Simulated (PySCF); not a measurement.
# C₆H₅FO₂: electronic structure in real space

Aim: take C₆H₅FO₂ and localise its valence orbitals, compute its lowest excited states, analyse its density (charges, bond critical points, surface potential) and see where an electron leaves and enters.

Method: levels as typed in each script, gas phase, geometry from GFN2-xTB; program: PySCF 2.14.0.

## Step 1: The starting structure

SMILES `C#C/C=C(\F)CC(=O)O`, 14 atoms, charge 0, spin multiplicity 1.

Bond lengths: C1–C2 1.201 Å, C1–H10 1.049 Å, C2–C3 1.407 Å, C3–C4 1.332 Å, C3–H11 1.080 Å, C4–F5 1.351 Å, C4–C6 1.500 Å, C6–C7 1.520 Å, C6–H12 1.092 Å, C6–H13 1.089 Å, C7–O8 1.199 Å, C7–O9 1.332 Å, O9–H14 0.971 Å. Angles: C2–C1–H10 179.8°, C1–C2–C3 179.8°, C2–C3–C4 124.1°, C2–C3–H11 117.2°, C4–C3–H11 118.7°, C3–C4–F5 120.9°, C3–C4–C6 125.8°, F5–C4–C6 113.3°, C4–C6–C7 109.4°, C4–C6–H12 110.1°, C4–C6–H13 109.8°, C7–C6–H12 108.0°, C7–C6–H13 109.3°, H12–C6–H13 110.2°, C6–C7–O8 124.9°, C6–C7–O9 111.7°, O8–C7–O9 123.5°, C7–O9–H14 111.2°.

Geometry (Å):

```xyz
14
C6H5FO2
C    -3.6618    0.5325   -0.4647
C    -2.5364    0.5173   -0.0457
C    -1.2193    0.5016    0.4492
C    -0.3954   -0.5399    0.3447
F    -0.7867   -1.6754   -0.2740
C     1.0216   -0.5896    0.8355
C     1.8751    0.3579    0.0088
O     1.7440    1.5495   -0.0206
O     2.7919   -0.2984   -0.7009
H    -4.6440    0.5492   -0.8318
H    -0.8615    1.3996    0.9308
H     1.0687   -0.2658    1.8770
H     1.4098   -1.6028    0.7379
H     3.3185    0.3110   -1.2429
```

## Step 2: Localised orbitals (CAM-B3LYP/6-311g**)

File input.py:

```python
import numpy as np
from pyscf import gto, scf, dft, lo
from pyscf.data.elements import chemcore

def solve(mol, dm0=None, hcore=None):
    mf = (dft.UKS if mol.spin else dft.RKS)(mol, xc='camb3lyp')
    mf.grids.level = 3
    mf = mf.density_fit(auxbasis='def2-universal-jkfit')
    mf.conv_tol, mf.max_cycle = 1e-8, 80
    if hcore is not None:
        mf.get_hcore = lambda *args: hcore
    mf.kernel(dm0)
    if not mf.converged:
        mf = mf.newton().run(mf.mo_coeff, mf.mo_occ, max_cycle=30)
    assert mf.converged, 'SCF not converged'
    return mf

mol = gto.M(atom='''
C     -3.66180     0.53249    -0.46469
C     -2.53641     0.51732    -0.04565
C     -1.21933     0.50164     0.44924
C     -0.39539    -0.53993     0.34466
F     -0.78674    -1.67543    -0.27398
C      1.02159    -0.58960     0.83545
C      1.87506     0.35787     0.00880
O      1.74397     1.54955    -0.02058
O      2.79189    -0.29841    -0.70093
H     -4.64402     0.54918    -0.83179
H     -0.86154     1.39958     0.93082
H      1.06874    -0.26579     1.87702
H      1.40982    -1.60284     0.73788
H      3.31851     0.31095    -1.24293
''', basis='6-311g**', charge=0, spin=0, verbose=4)
mf = solve(mol)
occ_all = mf.mo_coeff[:, mf.mo_occ > 0]
occ = occ_all[:, chemcore(mol):]
loc = lo.ibo.ibo(mol, occ, iaos=lo.iao.iao(mol, occ_all))
fock, s = mf.get_fock(), mf.get_ovlp()
ortho = lo.orth_ao(mol, 'meta_lowdin')
ortho = lo.vec_lowdin(lo.iao.iao(mol, occ_all), s)
labels = lo.iao.reference_mol(mol).ao_labels(fmt=None)
vir = lo.vvo.livvo(mol, occ_all, mf.mo_coeff[:, mf.mo_occ == 0])
both = np.hstack([loc, vir])
p = (ortho.T @ s @ both) ** 2
pop = np.array([p[[l[0] == a for l in labels]].sum(0) for a in range(mol.natm)])
spd = np.array([[p[[l[0] == a and l[2][-1] == k for l in labels]].sum(0) for k in 'spd'] for a in range(mol.natm)])
eps = np.einsum('pi,pq,qi->i', both, fock, both)
for i in np.argsort(eps):
    top = np.argsort(-pop[:, i])[:3]
    print('%3d %s %9.4f Eh ' % (i + 1, 'occ' if i < loc.shape[1] else 'vir', eps[i]), '  '.join('%s%d %.3f' % (mol.atom_symbol(a), a + 1, pop[a, i]) for a in top))
np.savez('result.npz', c=both, nocc=loc.shape[1], pop=pop, spd=spd, eps=eps, e=mf.e_tot)
```

Run with:

```
$ OMP_NUM_THREADS=1 python input.py
```

## Step 4: Excited states (PBE/def2-svp)

File input.py:

```python
import numpy as np
from pyscf import gto, scf, dft, tdscf
from pyscf.scf import atom_ks, atom_hf
from scipy.linalg import block_diag

def solve(mol, dm0=None, hcore=None):
    mf = (dft.UKS if mol.spin else dft.RKS)(mol, xc='pbe')
    mf.grids.level = 3
    mf = mf.density_fit(auxbasis='def2-universal-jkfit')
    mf.conv_tol, mf.max_cycle = 1e-8, 80
    if hcore is not None:
        mf.get_hcore = lambda *args: hcore
    mf.kernel(dm0)
    if not mf.converged:
        mf = mf.newton().run(mf.mo_coeff, mf.mo_occ, max_cycle=30)
    assert mf.converged, 'SCF not converged'
    return mf

mol = gto.M(atom='''
C     -3.66180     0.53249    -0.46469
C     -2.53641     0.51732    -0.04565
C     -1.21933     0.50164     0.44924
C     -0.39539    -0.53993     0.34466
F     -0.78674    -1.67543    -0.27398
C      1.02159    -0.58960     0.83545
C      1.87506     0.35787     0.00880
O      1.74397     1.54955    -0.02058
O      2.79189    -0.29841    -0.70093
H     -4.64402     0.54918    -0.83179
H     -0.86154     1.39958     0.93082
H      1.06874    -0.26579     1.87702
H      1.40982    -1.60284     0.73788
H      3.31851     0.31095    -1.24293
''', basis='def2-svp', charge=0, spin=0, verbose=4)
mf = solve(mol)
td = mf.TDA()
td.nstates, td.singlet, td.conv_tol = 6, True, 1e-5
td.kernel()
td.analyze()
x, y = np.array([p[0] for p in td.xy]), np.array([p[1] + 0 * p[0] for p in td.xy])
f, mu = td.oscillator_strength(), td.transition_dipole()
nto = [td.get_nto(state=i + 1, verbose=4) for i in range(len(td.e))]
# spherically averaged free atoms, for the promolecule
atm = atom_ks.get_atm_nrks(mol, xc='pbe')
pro = block_diag(*[(atm[a[0]][2] * atm[a[0]][3]) @ atm[a[0]][2].T for a in mol._atom])
np.savez('result.npz', e=td.e, f=f, ok=td.converged, w=[n[0] for n in nto], nto=[n[1] for n in nto], x=x, y=y, c=mf.mo_coeff, occ=mf.mo_occ, eps=mf.mo_energy, pro=pro, mu=mu)
```

## Step 6: Density, bond paths and surface potential (B3LYP/6-311g**)

File input.py:

```python
import numpy as np
from pyscf import gto, scf, dft
from pyscf.scf import atom_ks, atom_hf
from scipy.linalg import block_diag

def solve(mol, dm0=None, hcore=None):
    mf = (dft.UKS if mol.spin else dft.RKS)(mol, xc='b3lyp')
    mf.grids.level = 3
    mf = mf.density_fit(auxbasis='def2-universal-jkfit')
    mf.conv_tol, mf.max_cycle = 1e-8, 80
    if hcore is not None:
        mf.get_hcore = lambda *args: hcore
    mf.kernel(dm0)
    if not mf.converged:
        mf = mf.newton().run(mf.mo_coeff, mf.mo_occ, max_cycle=30)
    assert mf.converged, 'SCF not converged'
    return mf

mol = gto.M(atom='''
C     -3.66180     0.53249    -0.46469
C     -2.53641     0.51732    -0.04565
C     -1.21933     0.50164     0.44924
C     -0.39539    -0.53993     0.34466
F     -0.78674    -1.67543    -0.27398
C      1.02159    -0.58960     0.83545
C      1.87506     0.35787     0.00880
O      1.74397     1.54955    -0.02058
O      2.79189    -0.29841    -0.70093
H     -4.64402     0.54918    -0.83179
H     -0.86154     1.39958     0.93082
H      1.06874    -0.26579     1.87702
H      1.40982    -1.60284     0.73788
H      3.31851     0.31095    -1.24293
''', basis='6-311g**', charge=0, spin=0, verbose=4)
mf = solve(mol)
mf.analyze()
# spherically averaged free atoms, for the promolecule
atm = atom_ks.get_atm_nrks(mol, xc='b3lyp')
pro = block_diag(*[(atm[a[0]][2] * atm[a[0]][3]) @ atm[a[0]][2].T for a in mol._atom])
np.savez('result.npz', e=mf.e_tot, c=mf.mo_coeff, occ=mf.mo_occ, eps=mf.mo_energy, pro=pro, dip=mf.dip_moment(verbose=0), s2=mf.spin_square()[0])
```

## Step 8: Removing and adding an electron (BP86/6-31+g*)

File input.py:

```python
import numpy as np
from pyscf import gto, scf, dft
from pyscf.scf import atom_ks, atom_hf
from scipy.linalg import block_diag

def solve(mol, dm0=None, hcore=None):
    mf = (dft.UKS if mol.spin else dft.RKS)(mol, xc='bp86')
    mf.grids.level = 3
    mf = mf.density_fit(auxbasis='def2-universal-jkfit')
    mf.conv_tol, mf.max_cycle = 1e-8, 80
    if hcore is not None:
        mf.get_hcore = lambda *args: hcore
    mf.kernel(dm0)
    if not mf.converged:
        mf = mf.newton().run(mf.mo_coeff, mf.mo_occ, max_cycle=30)
    assert mf.converged, 'SCF not converged'
    return mf

mol = gto.M(atom='''
C     -3.66180     0.53249    -0.46469
C     -2.53641     0.51732    -0.04565
C     -1.21933     0.50164     0.44924
C     -0.39539    -0.53993     0.34466
F     -0.78674    -1.67543    -0.27398
C      1.02159    -0.58960     0.83545
C      1.87506     0.35787     0.00880
O      1.74397     1.54955    -0.02058
O      2.79189    -0.29841    -0.70093
H     -4.64402     0.54918    -0.83179
H     -0.86154     1.39958     0.93082
H      1.06874    -0.26579     1.87702
H      1.40982    -1.60284     0.73788
H      3.31851     0.31095    -1.24293
''', basis='6-31+g*', charge=0, spin=0, verbose=4)
mf = solve(mol)
out = dict(e0=mf.e_tot, dm0=mf.make_rdm1(), c=mf.mo_coeff, occ=mf.mo_occ, eps=mf.mo_energy)
for name, dq, spin in [('cation', 1, 1), ('anion', -1, 1)]:
    ion = mol.copy().set(charge=mol.charge + dq, spin=spin).build()
    mi = solve(ion)
    if spin and dq > 0 and mol.nao < 130:
        c, _, stable, _ = mi.stability(return_status=True)
        if not stable:
            mi = solve(ion, mi.make_rdm1(c, mi.mo_occ))
    print(name, 'vertical energy change / eV', (mi.e_tot - mf.e_tot) * 27.211386)
    out.update({'e_' + name: mi.e_tot, 'dm_' + name: mi.make_rdm1(), 's2_' + name: mi.spin_square()[0], 'eps_' + name: mi.mo_energy, 'occ_' + name: mi.mo_occ})
# spherically averaged free atoms, for the promolecule
atm = atom_ks.get_atm_nrks(mol, xc='bp86')
pro = block_diag(*[(atm[a[0]][2] * atm[a[0]][3]) @ atm[a[0]][2].T for a in mol._atom])
np.savez('result.npz', pro=pro, **out)
```

(Steps that only read results are left out.)

**Question.** What will these runs give? Wanted: lowest singlet excitation; dipole moment; HOMO, LUMO; vertical ionisation energy; vertical electron affinity.

As calculated:

```
                                                     quantity            value
localised occupied orbitals above −45 eV (CAM-B3LYP/6-311g**)               24
                     lowest singlet excitation (PBE/def2-svp)          4.61 eV
                               dipole moment (B3LYP/6-311g**)           1.92 D
                                  HOMO, LUMO (B3LYP/6-311g**)  -6.63, -1.17 eV
                    vertical ionisation energy (BP86/6-31+g*)          8.71 eV
                    vertical electron affinity (BP86/6-31+g*)         -0.29 eV
```

At B3LYP/6-311g**: The highest Hirshfeld charge is on C7 (+0.22 e), the lowest on O8 (−0.26 e). The ionisation energy from two SCF runs, 8.71 eV, lies 2.8 eV above −ε(HOMO) = 5.91 eV of the same level, BP86/6-31+g*, since self-interaction lifts this functional's HOMO. The geometry was not optimised at these levels.
